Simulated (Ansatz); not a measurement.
# Be3Se2O: the cost of one run

Computed with Ansatz 0.2.0 (DFT PBE, scalar-relativistic, plane waves, PAW, unless a step's input says otherwise).

### 1 The system as given

Symmetry: P6/mmm, No. 191, hexagonal system. Conventional cell: a = 5.528 Å, b = 5.528 Å, c = 3.207 Å, α = 90.00°, β = 90.00°, γ = 120.00°. Around Be (site symmetry mmm) lie 4 Se at 2.26 Å and 4 Be at 2.76 Å and 4 O at 3.20 Å. Around Se (site symmetry -6m2) lie 6 Be at 2.26 Å. O (site symmetry 6/mmm) is surrounded by 6 Se at 3.19 Å and 12 Be at 3.20 Å and 2 O at 3.21 Å.

Structure file:

```cif
data_structure
_symmetry_space_group_name_H-M 'P6/mmm'
_symmetry_Int_Tables_number 191
_cell_length_a 5.5283
_cell_length_b 5.5283
_cell_length_c 3.2074
_cell_angle_alpha 90.000
_cell_angle_beta 90.000
_cell_angle_gamma 120.000
_cell_volume 84.89
loop_
_atom_site_label
_atom_site_type_symbol
_atom_site_symmetry_multiplicity
_atom_site_Wyckoff_symbol
_atom_site_fract_x
_atom_site_fract_y
_atom_site_fract_z
_atom_site_occupancy
Be1 Be 3 f 0.00000 0.50000 0.00000 1
Se1 Se 2 d 0.33333 0.66667 0.50000 1
O1 O 1 b 0.00000 0.00000 0.50000 1
```

Recipe of the guess: species swapped into a database cell of TmB2Ir3 (P6/mmm, No. 191), with O on the Tm sites, Se on the B sites and Be on the Ir sites. The dimensions are guesses.

### 2 Probe: one point on a coarse mesh

File input.yaml:

```yaml
crystal:
  lattice:
    - [5.52828056, 0.0, 0.0]
    - [-2.76414028, 4.7876314, 0.0]
    - [0.0, 0.0, 3.20744974]
  atoms:
    - { symbol: Be, position: [0.0, 0.5, 0.0] }
    - { symbol: Be, position: [0.5, 0.0, 0.0] }
    - { symbol: Be, position: [0.5, 0.5, 0.0] }
    - { symbol: Se, position: [0.33333333, 0.66666667, 0.5] }
    - { symbol: Se, position: [0.66666667, 0.33333333, 0.5] }
    - { symbol: O, position: [0.0, 0.0, 0.5] }
basis:
  ecutwfc: 420
kpoints:
  mp_grid: { grid: [6, 6, 6] }
hamiltonian:
  xc: pbe
scf:
  occupations: { method: gaussian, width: 0.1 }
  lower_state_search: "off"
output:
  forces: true
  stress: true
  eigenvalues: true
```

Started as:

```sh
> ansatz run input.yaml --threads 1 --pin off --max-ram 2560MiB --backend cpu --events-out ev --progress --plain --runs-dir out
```

Q: Estimate wall time and peak memory on 1 thread of Intel Xeon at 2.70GHz, shared host.

About 6 s, with a peak of 0.39 GiB.
